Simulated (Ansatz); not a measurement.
# TaAl5N6: the cost of one run

Program: Ansatz 0.2.0. Level of theory: DFT PBE, scalar-relativistic, plane waves, PAW. These are calculated values, not measurements.

**1. Starting point**

Symmetry: P-6m2, No. 187, hexagonal system. The conventional cell has a = 5.444 Å, b = 5.444 Å, c = 6.100 Å, α = 90.00°, β = 90.00°, γ = 120.00°. Ta (site symmetry -6m2) has 6 N at 2.19 Å as nearest neighbours. Al (site symmetry 3m) has 6 N at 2.72 Å and 2 Al at 3.05 Å as nearest neighbours. Al (site symmetry -6m2) has 6 N at 2.19 Å as nearest neighbours. N (site symmetry m) has 5 Al at 2.19 to 2.72 Å and 1 Ta at 2.19 Å as nearest neighbours.

Structure file:

```xyz
12
Lattice="5.4442 0.0000 0.0000 -2.7221 4.7148 0.0000 0.0000 0.0000 6.0996" Properties=species:S:1:pos:R:3 pbc="T T T"
Ta    2.7221    1.5716    3.0498
Al    0.0000    0.0000    4.5747
Al    0.0000    0.0000    1.5249
Al    0.0000    3.1432    0.0000
Al    0.0000    3.1432    3.0498
Al    2.7221    1.5716    0.0000
N     2.7221    0.0000    4.5747
N     2.7221    0.0000    1.5249
N     1.3610    2.3574    4.5747
N     1.3610    2.3574    1.5249
N    -1.3610    2.3574    4.5747
N    -1.3610    2.3574    1.5249
```

The start is an ordering of an alloy on its end members' structure types: elements ordered on the sites of the TaN type, Ta/Al on Ta (P-6m2, No. 187).

**2. Probe: one point on a coarse mesh**

The input, input.yaml:

```yaml
crystal:
  lattice:
    - [5.44416139, 0.0, 0.0]
    - [-2.72208069, 4.71478206, 0.0]
    - [0.0, 0.0, 6.09964225]
  atoms:
    - { symbol: Ta, position: [0.66666667, 0.33333333, 0.5] }
    - { symbol: Al, position: [0.0, 0.0, 0.75] }
    - { symbol: Al, position: [0.0, 0.0, 0.25] }
    - { symbol: Al, position: [0.33333333, 0.66666667, 0.0] }
    - { symbol: Al, position: [0.33333333, 0.66666667, 0.5] }
    - { symbol: Al, position: [0.66666667, 0.33333333, 0.0] }
    - { symbol: "N", position: [0.5, 0.0, 0.75] }
    - { symbol: "N", position: [0.5, 0.0, 0.25] }
    - { symbol: "N", position: [0.5, 0.5, 0.75] }
    - { symbol: "N", position: [0.5, 0.5, 0.25] }
    - { symbol: "N", position: [0.0, 0.5, 0.75] }
    - { symbol: "N", position: [0.0, 0.5, 0.25] }
basis:
  ecutwfc: 420
kpoints:
  mp_grid: { grid: [6, 6, 4] }
hamiltonian:
  xc: pbe
scf:
  occupations: { method: gaussian, width: 0.1 }
  lower_state_search: "off"
output:
  forces: true
  stress: true
  eigenvalues: true
```

Command:

```
ansatz run input.yaml --threads 1 --pin off --max-ram 2560MiB --backend cpu --events-out ev --progress --plain --runs-dir out
```

**Question.** How long does this run take on 1 thread of Arm Neoverse V2, shared host, and how much memory does it need?

About 10 s, with a peak of 0.4 GiB.
